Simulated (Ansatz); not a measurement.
# F2H2OSi: the cost of one run

Method: RKS BHLYP-D4/STO-3G, in Ansatz 0.2.0.

## Step 1: Starting point

Bond lengths: Si1–H2 1.460 Å, Si1–F3 1.590 Å, Si1–F4 1.589 Å, Si1–O5 1.679 Å, O5–H6 1.010 Å. Angles: H2–Si1–F3 109.5°, H2–Si1–F4 109.5°, H2–Si1–O5 109.5°, F3–Si1–F4 109.5°, F3–Si1–O5 109.5°, F4–Si1–O5 109.5°, Si1–O5–H6 109.5°.

Structure file:

```xyz
6

Si    0.0000    0.0000    0.0000
H     0.0000    0.0000    1.4600
F     1.4994    0.0000   -0.5295
F    -0.7489    1.2974   -0.5295
O    -0.7913   -1.3709   -0.5594
H    -1.2459   -1.8365    0.2129
```

## Step 2: Preparing the start

input.yaml reads:

```yaml
crystal:
  periodic: [false, false, false]
  atoms:
    - { symbol: Si, position_ang: [0.0, 0.0, 0.0] }
    - { symbol: H, position_ang: [0.0, 0.0, 1.46] }
    - { symbol: F, position_ang: [1.4994, 0.0, -0.5295] }
    - { symbol: F, position_ang: [-0.7489, 1.2974, -0.5295] }
    - { symbol: O, position_ang: [-0.7913, -1.3709, -0.5594] }
    - { symbol: H, position_ang: [-1.2459, -1.8365, 0.2129] }
basis:
  gaussian: { orbitals: STO-3G }
hamiltonian:
  xc: { name: BHLYP }
  dispersion: d4
relax:
  f_tol: 0.02
  max_steps: 40
output:
  orbitals: {}
```

The run is started by

```console
$ ansatz run input.yaml --threads 1 --pin off --max-ram 2048MiB --backend cpu --events-out ev --progress --plain --runs-dir out
```

What time and memory should one allow on 1 thread of Arm Neoverse V1, shared host?

About 21 s, with a peak of 0.11 GiB.
